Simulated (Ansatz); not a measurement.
Runs of Ansatz 0.2.0 on ScTaN. It takes space group P-3m1 (No. 164, trigonal). The conventional cell has a = 3.085 Å, b = 3.085 Å, c = 10.340 Å, α = 90.00°, β = 90.00°, γ = 120.00°. Ta (site symmetry 3m) has 3 N at 2.20 Å as nearest neighbours. Sc (site symmetry -3m) is surrounded by 6 Sc at 3.09 Å and 6 Ta at 3.10 Å. Sc (site symmetry -3m) is surrounded by 6 N at 2.23 Å. N (site symmetry 3m) has 3 Ta at 2.20 Å and 3 Sc at 2.23 Å as nearest neighbours. The cell comes from a database or a generator and needn't be the stable form of this composition.

```tsv
task	level	spin	cell	k mesh	cutoff (eV)	points for each segment of the path	gap on the mesh (eV)	pressure (GPa)	relaxed volume (Å³/atom)	largest force (eV/Å)
relaxation of cell and atoms	PBE	off	relaxed	10 × 10 × 3	420	-	none	0.0	14.17	-
band structure	PBE	off	as given	10 × 10 × 3	420	14	none	(a)	-	0.02
relaxation of cell and atoms	r2SCAN	off	relaxed	10 × 10 × 3	500	-	none	0.0	14.02	-
density of states	PBEsol	off	as given	8 × 8 × 4	420	-	none	(b)	-	(c)
band structure	PBEsol	SOC, no magnetisation	as given	10 × 10 × 3	420	14	none	-6.8	-	0.33
```

Alike in all rows: potentials or basis Ansatz PAW; smearing fermi-dirac 0.05 eV.

Q: Estimate the missing entries.

A: (a) -0.5; (b) -6.7; (c) 0.36.

Caveats: the PAW data sets come from PBE, with cores solved anew for the run's functional, which leaves a small shift of forces and pressure (some runs); the plane-wave basis is chosen anew once the cell has moved, so the energies of steps on either side of that aren't comparable (some runs); spin-orbit coupling is left out, which moves the levels of the heavy elements (some runs); the density of states is complete only up to the lowest level of the last band computed (some runs).

A k mesh can miss the band edges, and rows without SOC leave out spin-orbit coupling on Ta.

A gap of «none» marks a metal or a gap under the smearing width.
